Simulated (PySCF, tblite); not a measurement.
# GeHF, a cluster model of a defect: NMR shifts, core binding energies and electronic excitations

Wanted: the NMR shifts, core binding energies and electronic excitations for `[F][GeH]`. It is drawn as: twofold Ge.

Computed with tblite 0.8.0 and PySCF 2.14.0; each step states its level. No surroundings beyond the atoms listed, unless a continuum is named. Atoms count from 0, parts from 1.

### 1 The system as given

3 atoms, charge 0, multiplicity 1; geometry: distance geometry start.

### 2 Relaxing the cluster with GFN2-xTB

The job: settings as JSON, then the geometry in Å.

```
{"job": {"kind": "relax", "xc": "GFN2-xTB", "basis": "xTB"}, "charge": 0, "multiplicity": 1}
Ge    -0.397245    -0.214928     0.526168
F      0.730085    -1.560625     0.306203
H     -1.230989     1.057628     0.510880
```

With the program's defaults for keys left out, this is: GFN2-xTB geometry optimisation, gas phase.

Run with:

```bash
$ OMP_NUM_THREADS=1 python cluster_run.py task.json out
```

The driver reads the jobs from task.json and runs them one after another.

Log:

```text
step      E/eV     max force
  0    -194.30651    5.052
  1    -194.89773    3.328
  2    -195.59435    1.462
  3    -195.72115    0.932
  4    -195.75567    0.825
  5    -195.79919    0.917
  6    -195.89748    1.203
  7    -195.99802    1.370
  8    -196.15988    1.405
  9    -196.32226    1.677
 10    -196.45889    1.699
 11    -196.57409    1.285
 12    -196.61798    1.010
 13    -196.65449    0.252
 14    -196.65818    0.071
 15    -196.65845    0.014
 16    -196.65847    0.000
```

Run time: 0.1 s. Hardware: 1 thread of Arm Neoverse V2, shared host.

Along the way:

| step | energy from step 0 (eV) | largest force (eV/Å) |
| --- | --- | --- |
| 0 | 0.0000 | 5.0518 |
| 1 | -0.5912 | 3.3273 |
| 2 | -1.2878 | 1.4619 |
| 3 | -1.4146 | 0.9317 |
| 4 | -1.4492 | 0.8255 |
| 5 | -1.4927 | 0.9170 |
| 6 | -1.5910 | 1.2029 |
| 7 | -1.6915 | 1.3698 |
| 8 | -1.8534 | 1.4052 |
| 9 | -2.0157 | 1.6766 |
| 10 | -2.1524 | 1.6991 |
| 11 | -2.2676 | 1.2846 |
| 12 | -2.3115 | 1.0102 |
| 13 | -2.3480 | 0.2516 |
| 14 | -2.3517 | 0.0705 |
| 15 | -2.3519 | 0.0131 |
| 16 | -2.3520 | 0.0000 |

Distances of close pairs at the start and the end, largest changes first:

| bond | before (Å) | after (Å) | change (Å) |
| --- | --- | --- | --- |
| Ge0–H2 | 1.521 | 1.657 | +0.135 |
| Ge0–F1 | 1.769 | 1.795 | +0.026 |

### 3 Geometry optimisation at PBE0-D3(BJ)/def2-SVP

The job: settings as JSON, then the geometry in Å.

```
{"job": {"xc": "PBE0", "basis": "def2-SVP", "d3": "d3bj", "grid": 2, "kind": "geom", "shake": 0.01}, "charge": 0, "multiplicity": 1}
Ge    -0.396474    -0.344966     0.609871
F      0.968477    -0.812948    -0.419693
H     -0.577472     1.125512    -0.196805
```

Log:

```text
step   0  E = -2176.74172612  max force = 0.016047
step   1  E = -2176.73525050  max force = 0.043874
step   2  E = -2176.74237018  max force = 0.014609
step   3  E = -2176.74333459  max force = 0.002521
step   4  E = -2176.74337181  max force = 0.000666
step   5  E = -2176.74337375  max force = 0.000094
optimisation converged
```

Run time: 5.3 s. Hardware: 1 thread of Arm Neoverse V2, shared host; peak memory 0.28 GiB.

Relaxation path: (the energy doesn't fall at every step)

| step | energy from step 0 (eV) | largest force component (eV/Å) |
| --- | --- | --- |
| 0 | 0.0000 | 0.8252 |
| 1 | 0.1762 | 2.2561 |
| 2 | -0.0175 | 0.7512 |
| 3 | -0.0438 | 0.1296 |
| 4 | -0.0448 | 0.0342 |
| 5 | -0.0448 | 0.0048 |

Distances of close pairs at the start and the end, largest changes first:

| bond | before (Å) | after (Å) | change (Å) |
| --- | --- | --- | --- |
| Ge0–H2 | 1.687 | 1.612 | -0.075 |
| Ge0–F1 | 1.773 | 1.757 | -0.016 |

The end geometry stands in the next job.

| at the end point | value |
| --- | --- |
| point group (found at 0.08 Å tolerance) | Cs |
| rotational constants (GHz, main isotopes) | 197.7, 10.774, 10.217 |
| dipole moment (D) | 1.76 |

### 4 Nuclear shieldings: PBE0/pcSseg-2

The job: settings as JSON, then the geometry in Å.

```
{"job": {"kind": "nmr", "xc": "PBE0", "basis": "pcSseg-2"}, "charge": 0, "multiplicity": 1}
Ge    -0.260434     0.673046    -0.207273
F     -0.695636    -0.507255     1.018927
H      0.950609    -0.198164    -0.818292
```

With the program's defaults for keys left out, this is: GIAO PBE0/pcSseg-2 NMR shielding, non-relativistic, gas phase.

Log:

```text
coarse grid: 15192 points
cycle   1  E = -2177.0632793174  dE = -7.301e-01  |g| = 1.160e+00  |ddm| = 1.342e+00
cycle   2  E = -2176.6259396224  dE =  4.373e-01  |g| = 2.022e+00  |ddm| = 1.080e+00
cycle   3  E = -2177.1493557319  dE = -5.234e-01  |g| = 3.962e-01  |ddm| = 8.227e-01
cycle   4  E = -2177.1722205949  dE = -2.286e-02  |g| = 9.965e-02  |ddm| = 1.753e-01
cycle   5  E = -2177.1729303631  dE = -7.098e-04  |g| = 1.090e-02  |ddm| = 3.740e-02
cycle   6  E = -2177.1729434150  dE = -1.305e-05  |g| = 1.760e-03  |ddm| = 5.747e-03
cycle   7  E = -2177.1729441632  dE = -7.482e-07  |g| = 5.465e-04  |ddm| = 2.163e-03
final grid: 30016 points
cycle   8  E = -2177.1729218462  dE = -2.008e-07  |g| = 6.224e-04  |ddm| = 1.348e-03
cycle   9  E = -2177.1729218101  dE =  3.610e-08  |g| = 8.749e-04  |ddm| = 8.467e-04
cycle  10  E = -2177.1729219015  dE = -9.140e-08  |g| = 1.297e-04  |ddm| = 3.827e-04
cycle  11  E = -2177.1729219041  dE = -2.632e-09  |g| = 3.380e-05  |ddm| = 7.777e-05
cycle  12  E = -2177.1729219043  dE = -1.232e-10  |g| = 3.947e-06  |ddm| = 1.880e-05
converged SCF energy = -2177.1729219043

GIAO shielding tensors (ppm)
atom      isotropic    diamagn.    paramagn.     s11        s22        s33       span
  0 Ge     335.667    2753.678   -2418.011  -1482.234    965.723   1523.510   3005.744
  1 F       57.392     470.790    -413.398   -374.282     -7.078    553.535    927.817
  2 H       21.780      27.362      -5.582     14.003     17.825     33.512     19.509
```

Wall time 4.6 s (1 thread of Arm Neoverse V2, shared host); peak memory 0.42 GiB.

Shifts follow as δ = σ(reference) − σ, with reference shieldings (ppm) from runs at the same level and on the same kind of geometry: 1H TMS 31.25, 19F CFCl3 175.8, 73Ge GeMe4 1337. The references are single molecules in the gas phase, so shifts against H2O, NH3, PH3, H3PO4 or CFCl3 are not on the usual liquid scales and can be off by tens of ppm.

| atoms | environment | σ (ppm) | δ (ppm) |
| --- | --- | --- | --- |
| H2 | hydrogen on a germanium bonded to F | 21.78 | 9.46 |
| Ge0 | germanium bonded to F, H | 336 | 1002 |
| F1 | fluorine bonded to Ge | 57.4 | 118.4 |

The run also stored atomic charges by several schemes (e):

| atoms | Mulliken | IAO | Hirshfeld | ESP fit |
| --- | --- | --- | --- | --- |
| Ge0 | 0.54 | 0.65 | 0.39 | 0.28 |
| F1 | -0.43 | -0.52 | -0.27 | -0.24 |

Mayer bond orders: Ge0–F1 0.86.

### 5 Core-electron binding energies: SCAN, X2C

The job: settings as JSON, then the geometry in Å.

```
{"job": {"kind": "xps", "holes": 5}, "charge": 0, "multiplicity": 1}
Ge    -0.260434     0.673046    -0.207273
F     -0.695636    -0.507255     1.018927
H      0.950609    -0.198164    -0.818292
```

Method: delta-SCF UKS SCAN, pcX-2 on the ionised atom, pcseg-1 elsewhere, spin-free X2C.

Log:

```text
ground state, core basis on atom 1 (F), 77 functions
  cycle   1  E = -2194.42009133  |g| = 7.18e-01
  cycle   2  E = -2193.05428597  |g| = 2.71e+00
  cycle   3  E = -2194.50191707  |g| = 1.04e-01
  cycle   4  E = -2194.50391194  |g| = 7.91e-02
  cycle   5  E = -2194.50529637  |g| = 2.19e-02
  cycle   6  E = -2194.50544015  |g| = 2.05e-03
  cycle   7  E = -2194.50544220  |g| = 5.79e-04
  cycle   8  E = -2194.50544223  |g| = 1.84e-04
  E(ground) = -2194.63408691 Eh
hole in F 1s of atom 1
  cycle   1  E = -2168.17628090  |g| = 2.59e+00
  cycle   2  E = -2168.15208758  |g| = 2.14e+00
  cycle   3  E = -2169.07301325  |g| = 2.49e-01
  cycle   4  E = -2169.08730801  |g| = 4.58e-02
  cycle   5  E = -2169.08841422  |g| = 1.64e-02
  cycle   6  E = -2169.08859724  |g| = 3.34e-03
  cycle   7  E = -2169.08860412  |g| = 1.05e-03
  cycle   8  E = -2169.08860321  |g| = 2.16e-04
  E(ion) = -2169.22530832 Eh   <S^2> = 0.7574   hole on atom = 1.000   binding energy = 691.408 eV
```

Wall time 0.92 s (1 thread of Arm Neoverse V2, shared host); peak memory 0.4 GiB.

The holes in one table. −ε is the ground-state orbital energy:

| hole | stands for | environment | ΔSCF (eV) | −ε (eV) | ⟨S²⟩ |
| --- | --- | --- | --- | --- | --- |
| F1s on F1 | F1 | fluorine bonded to Ge | 691.41 | 666.0 | 0.757 |

### 6 TDDFT and polarisability: CAM-B3LYP/def2-SVPD

The job: settings as JSON, then the geometry in Å.

```
{"job": {"kind": "uv", "xc": "CAM-B3LYP", "basis": "def2-SVPD", "nstates": 6, "ntriplets": 2, "ip": true}, "charge": 0, "multiplicity": 1}
Ge    -0.260434     0.673046    -0.207273
F     -0.695636    -0.507255     1.018927
H      0.950609    -0.198164    -0.818292
```

Level: TDDFT CAM-B3LYP/def2-SVPD, vertical, gas phase, core orbitals frozen in the response.

Log:

```text
coarse grid: 15192 points
cycle   1  E = -2177.1389072529  dE = -7.281e-01  |g| = 6.610e-01  |ddm| = 1.610e+00
cycle   2  E = -2177.0143702678  dE =  1.245e-01  |g| = 1.127e+00  |ddm| = 1.235e+00
cycle   3  E = -2177.2142709497  dE = -1.999e-01  |g| = 9.118e-02  |ddm| = 6.732e-01
cycle   4  E = -2177.2152530068  dE = -9.821e-04  |g| = 2.728e-02  |ddm| = 9.055e-02
cycle   5  E = -2177.2153473736  dE = -9.437e-05  |g| = 2.528e-03  |ddm| = 2.220e-02
cycle   6  E = -2177.2153501409  dE = -2.767e-06  |g| = 4.797e-04  |ddm| = 6.738e-03
final grid: 30016 points
cycle   7  E = -2177.2153841764  dE = -2.503e-07  |g| = 2.731e-04  |ddm| = 2.305e-03
cycle   8  E = -2177.2153841979  dE = -2.151e-08  |g| = 2.651e-04  |ddm| = 6.704e-04
cycle   9  E = -2177.2153842093  dE = -1.140e-08  |g| = 7.465e-05  |ddm| = 2.427e-04
cycle  10  E = -2177.2153842114  dE = -2.079e-09  |g| = 2.317e-05  |ddm| = 1.480e-04
cycle  11  E = -2177.2153842117  dE = -3.106e-10  |g| = 7.536e-06  |ddm| = 8.761e-05
converged SCF energy = -2177.2153842117

Static polarisability (au): isotropic 32.944, principal 28.251 32.248 38.332

Singlet excitations
state   eV       nm        f      main configurations
  1   2.9259    423.7   0.01394   H->L 0.99
  2   5.7655    215.0   0.04593   H->L+1 0.92
  3   6.8423    181.2   0.23417   H->L+2 0.95
  4   6.8906    179.9   0.04035   H-1->L 0.95
  5   7.4709    166.0   0.00862   H-3->L 0.97
  6   7.8518    157.9   0.01284   H-2->L 0.93

Triplet excitations (Tamm-Dancoff, eV): 1.8680 4.7723
Vertical ionisation energy (delta-SCF) = 9.9895 eV
Vertical electron affinity (delta-SCF) = 0.7447 eV
```

Wall time 4.7 s (1 thread of Arm Neoverse V2, shared host); peak memory 0.4 GiB.

Frontier orbitals and where they lie:

| orbital | eV | atoms |
| --- | --- | --- |
| HOMO−3 | -13.44 | F1 79 %, Ge0 14 %, H2 7 % |
| HOMO−2 | -13.23 | F1 92 %, Ge0 7 % |
| HOMO−1 | -12.60 | F1 57 %, Ge0 30 %, H2 13 % |
| HOMO | -8.61 | Ge0 62 %, H2 25 %, F1 13 % |
| LUMO | -1.85 | Ge0 78 %, F1 13 %, H2 9 % |
| LUMO+1 | 0.73 | Ge0 72 %, F1 16 %, H2 12 % |
| LUMO+2 | 1.24 | Ge0 82 %, H2 12 %, F1 6 % |

With each of the 6 states as a Gaussian band of 0.4 eV half-width at 1/e, the curve within the window shown has maxima at 424 nm (ε 560), 215 nm (ε 1,900), 181 nm (ε 11,000) L/(mol cm). Beyond the last state computed it falls off for lack of states. The curve at chosen wavelengths:

```json
{"nm": "152", "ε (L/mol/cm)": "316"}
{"nm": "167", "ε (L/mol/cm)": "1966"}
{"nm": "182", "ε (L/mol/cm)": "11007"}
{"nm": "198", "ε (L/mol/cm)": "1671"}
{"nm": "213", "ε (L/mol/cm)": "1842"}
{"nm": "228", "ε (L/mol/cm)": "942"}
{"nm": "243", "ε (L/mol/cm)": "117"}
{"nm": "258", "ε (L/mol/cm)": "6"}
{"nm": "274", "ε (L/mol/cm)": "0"}
{"nm": "289", "ε (L/mol/cm)": "0"}
{"nm": "304", "ε (L/mol/cm)": "0"}
{"nm": "319", "ε (L/mol/cm)": "2"}
{"nm": "334", "ε (L/mol/cm)": "12"}
{"nm": "350", "ε (L/mol/cm)": "53"}
{"nm": "365", "ε (L/mol/cm)": "142"}
{"nm": "380", "ε (L/mol/cm)": "279"}
{"nm": "395", "ε (L/mol/cm)": "426"}
{"nm": "410", "ε (L/mol/cm)": "532"}
{"nm": "426", "ε (L/mol/cm)": "564"}
{"nm": "441", "ε (L/mol/cm)": "520"}
{"nm": "456", "ε (L/mol/cm)": "431"}
{"nm": "471", "ε (L/mol/cm)": "329"}
{"nm": "486", "ε (L/mol/cm)": "234"}
{"nm": "502", "ε (L/mol/cm)": "153"}
{"nm": "517", "ε (L/mol/cm)": "99"}
{"nm": "532", "ε (L/mol/cm)": "61"}
```

Ground-state properties from the same run:

| property | computed |
| --- | --- |
| dipole moment (D) | 2.04 |
| polarisability (Å³) | 4.88 |
| HOMO–LUMO gap (eV) | 6.75 |
| −ε(HOMO) (eV) | 8.61 |

### 7 Results

```
                                 quantity                        value
                              point group                           Cs
     rotational constants (main isotopes)     197.66, 10.77, 10.22 GHz
    1H shifts against TMS (PBE0/pcSseg-2)                     9.46 ppm
73Ge shifts against GeMe4 (PBE0/pcSseg-2)                     1002 ppm
 19F shifts against CFCl3 (PBE0/pcSseg-2)                    118.4 ppm
         F1s binding energies, SCAN/pcX-2                 F1 691.41 eV
     lowest singlet (CAM-B3LYP/def2-SVPD)  2.93 eV (424 nm), f = 0.014
 brightest single state of those computed  state 3, 6.84 eV, f = 0.234
                           lowest triplet                      1.87 eV
        vertical ionisation energy (ΔSCF)                      9.99 eV
        vertical electron affinity (ΔSCF)                      0.74 eV
```

In words: Over 5 steps the energy fell by 0.045 eV; of the close pairs, Ge0–H2 changed most, 1.687 to 1.612 Å (PBE0/def2-SVP). At PBE0/pcSseg-2: Shielding is most anisotropic at Ge0 (span 3006 ppm, paramagnetic term -2418 ppm). The first singlet state (HOMO→LUMO 0.99) lies at 2.93 eV and is weak; of the 6 states computed, the strongest absorption comes from state 3 at 6.84 eV. State 1 absorbs in the visible (424 nm). The lowest triplet lies 1.06 eV below the lowest singlet (triplets in Tamm-Dancoff, singlets in full TDDFT). ΔSCF puts the ionisation energy at 9.99 eV, 1.38 eV above −ε(HOMO). Spin-orbit coupling is left out, which matters for shieldings and couplings at and beside the heavy atoms.
